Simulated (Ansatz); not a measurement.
# TiTe: the cost of one run

Program: Ansatz 0.2.0. Level of theory: DFT r²SCAN+U (U_eff = 3 eV on Ti d), plane waves, PAW. These are calculated values, not measurements.

## 1. Starting point

It takes space group F-43m (No. 216, cubic). Conventional cell: a = 6.621 Å, b = 6.621 Å, c = 6.621 Å, α = 90.00°, β = 90.00°, γ = 90.00°. Ti (site symmetry -43m) has 4 Te at 2.87 Å in its first shell of neighbours. Te (site symmetry -43m) has 4 Ti at 2.87 Å in its first shell of neighbours.

Coordinates:

```cif
data_structure
_symmetry_space_group_name_H-M 'F-43m'
_symmetry_Int_Tables_number 216
_cell_length_a 6.6212
_cell_length_b 6.6212
_cell_length_c 6.6212
_cell_angle_alpha 90.000
_cell_angle_beta 90.000
_cell_angle_gamma 90.000
_cell_volume 290.28
loop_
_atom_site_label
_atom_site_type_symbol
_atom_site_symmetry_multiplicity
_atom_site_Wyckoff_symbol
_atom_site_fract_x
_atom_site_fract_y
_atom_site_fract_z
_atom_site_occupancy
Ti1 Ti 4 a 0.00000 0.00000 0.00000 1
Te1 Te 4 d 0.25000 0.25000 0.75000 1
```

Magnetic order typed: ferromagnetic.

An earlier series on this cell reached its lowest free state from «random orbitals: drawn by pairs, first filling», perhaps among other starts.

## 2. Random orbitals: single harmonics, second filling

input.yaml

```yaml
crystal:
  lattice:
    - [0.0, 3.31059896, 3.31059896]
    - [3.31059896, 0.0, 3.31059896]
    - [3.31059896, 3.31059896, 0.0]
  atoms:
    - { symbol: Ti, position: [0.0, 0.0, 0.0], spin: 0.3 }
    - { symbol: Te, position: [0.25, 0.25, 0.25] }
basis:
  ecutwfc: 500
  ecutrho_ratio: 4
kpoints:
  mp_grid: { grid: [5, 5, 5] }
hamiltonian:
  xc: r2scan
  hubbard:
    sites:
      - { site: 0, l: d, u_eff: 3.0, starting_ns: [{ spin: up, occupation_matrix: s0up }, { spin: down, occupation_matrix: s0down }] }
    occupation_matrices:
      s0up:
        matrix:
          - [0.97, 0.0, 0.0, 0.0, 0.0]
          - [0.0, 0.02, 0.0, 0.0, 0.0]
          - [0.0, 0.0, 0.02, 0.0, 0.0]
          - [0.0, 0.0, 0.0, 0.02, 0.0]
          - [0.0, 0.0, 0.0, 0.0, 0.02]
      s0down:
        matrix:
          - [0.02, 0.0, 0.0, 0.0, 0.0]
          - [0.0, 0.02, 0.0, 0.0, 0.0]
          - [0.0, 0.0, 0.02, 0.0, 0.0]
          - [0.0, 0.0, 0.0, 0.97, 0.0]
          - [0.0, 0.0, 0.0, 0.0, 0.02]
    ns_hold: { iters: 5 }
scf:
  occupations: { method: gaussian, width: 0.05 }
  lower_state_search: "off"
  max_iter: 150
output:
  forces: true
  stress: true
  eigenvalues: true
  populations: true
  hubbard: { sites: [{ site: 0, l: d }] }
magnetization:
  spin_polarized: true
```

The typed matrices put 0.97 on the chosen orbitals and 0.02 on the others, and are held for 5 cycles.

On the command line:

```console
$ ansatz run input.yaml --threads 2 --pin off --max-ram 3072MiB --backend cpu --events-out ev --progress --plain --runs-dir out
```

Q: Estimate wall time and peak memory on 2 threads of Intel Xeon 6975P-C (Granite Rapids), shared host.

About 7.6 s, with a peak of 0.67 GiB.
